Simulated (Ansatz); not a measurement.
# Re: the cost of one run

Method: DFT PBEsol, scalar-relativistic, plane waves, PAW, in Ansatz 0.2.0.

### 1 The system as given

It takes space group Fm-3m (No. 225, cubic). Conventional cell: a = 3.950 Å, b = 3.950 Å, c = 3.950 Å, α = 90.00°, β = 90.00°, γ = 90.00°. Re (site symmetry m-3m) has 12 Re at 2.79 Å in its first shell of neighbours.

Structure file:

```xyz
1
Lattice="0.0000 1.9750 1.9750 1.9750 0.0000 1.9750 1.9750 1.9750 0.0000" Properties=species:S:1:pos:R:3 pbc="T T T"
Re    0.0000    0.0000    0.0000
```

No relaxation comes first: the listed cell is the starting point.

### 2 Zero of energy

Reference values: F = -10737.1370 eV; pressure -18.54 GPa; largest force 0.000 eV/Å; gap on the mesh none (metal). It was computed beforehand with the settings of the runs below.

### 3 The scan: a two-dimensional strain map

The cell is strained by p along both x and y and by q along z, with fractional coordinates fixed.

### 4 p = -0.080, q = -0.080

input.yaml

```yaml
crystal:
  lattice:
    - [0.0, 1.817, 1.817]
    - [1.817, 0.0, 1.817]
    - [1.817, 1.817, 0.0]
  atoms:
    - { symbol: Re, position: [0.0, 0.0, 0.0] }
basis:
  ecutwfc: 420
kpoints:
  mp_grid: { grid: [20, 20, 20] }
hamiltonian:
  xc: pbesol
scf:
  occupations: { method: gaussian, width: 0.15 }
output:
  forces: true
  stress: true
  eigenvalues: true
```

Run with:

```console
ansatz run input.yaml --threads 1 --pin off --max-ram 2560MiB --backend cpu --events-out ev --progress --plain --runs-dir out
```

What time and memory should one allow on 1 thread of Arm Neoverse V1, shared host?

About 2.9 s, with a peak of 0.29 GiB.
